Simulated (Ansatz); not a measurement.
This script drives Ansatz 0.2.0 through its Python package.

`ti3si_fold.py`:
```python
"""A supercell of Ti3Si must give the energy of the small cell."""

import warnings

import ansatz as az
import pandas as pd


def main() -> None:
    warnings.simplefilter("ignore", az.DeckWarning)

    lattice = az.Lattice.of(
        (0.0, 3.144356, 3.144356),
        (3.144356, 0.0, 3.144356),
        (3.144356, 3.144356, 0.0),
    )
    sites = [
        ("Ti", (0.75, 0.75, 0.75)),
        ("Ti", (0.25, 0.25, 0.25)),
        ("Ti", (0.0, 0.0, 0.0)),
        ("Si", (0.5, 0.5, 0.5)),
    ]
    cell = az.Crystal(lattice=lattice)
    for symbol, position in sites:
        cell = cell.atom(symbol, position)

    # the mesh shrinks as the cell grows, so that all cells sample the same points
    mesh = (4, 4, 4)
    rows = []
    for repeats in [(1, 1, 1), (1, 2, 1), (2, 2, 1)]:
        setup = (
            cell.supercell(*repeats).calculation()
            .functional("pbesol")
            .pseudopotentials("paw")
            .basis(420)
            .occupations("Fermi-Dirac", width=0.05)
            .scf(tolerance=1e-08)
            .kpoints(*(k // n for k, n in zip(mesh, repeats)))
        )
        summary = setup.run(threads=1, backend="cpu").report
        n = len(summary["lattice"]["sites"])
        rows.append((repeats, n, summary["free_energy_ev"] / n, summary["fermi_energy_ev"], summary["n_kpoints"], summary["n_symmetry_ops"]))
    print(pd.DataFrame(rows, columns=["repeats", "atoms", "F/atom eV", "Fermi level eV", "k-points", "symmetry operations"]).round(4).to_string(index=False))


if __name__ == "__main__":
    main()
```

It is started by `python ti3si_fold.py`. Estimate its wall time and peak memory on 1 thread of Arm Neoverse V2, on a shared host.

It took about 15 s, with a peak of 0.66 GiB, for 3 runs of the engine.

Output of `python ti3si_fold.py`:
```text
  repeats  atoms  F/atom eV  Fermi level eV  k-points  symmetry operations
(1, 1, 1)      4 -2011.1529         13.5021         8                   48
(1, 2, 1)      8 -2011.1529         13.5021         8                   24
(2, 2, 1)     16 -2011.1529         13.5021         8                   32
```

Absolute energies stand on the zero of these potentials, so only differences at equal settings mean something. The mesh is modest for a metal, so energies can be off by several to tens of meV an atom and pressures by half a GPa or more; differences at equal mesh fare better. The structure comes from a database of computed cells and needn't be a stable or known phase. The count of operations in a supercell holds its pure translations too, and an uneven repeat can lower the point group.

(Lines on the test bed's own set-up are left out of the output.)
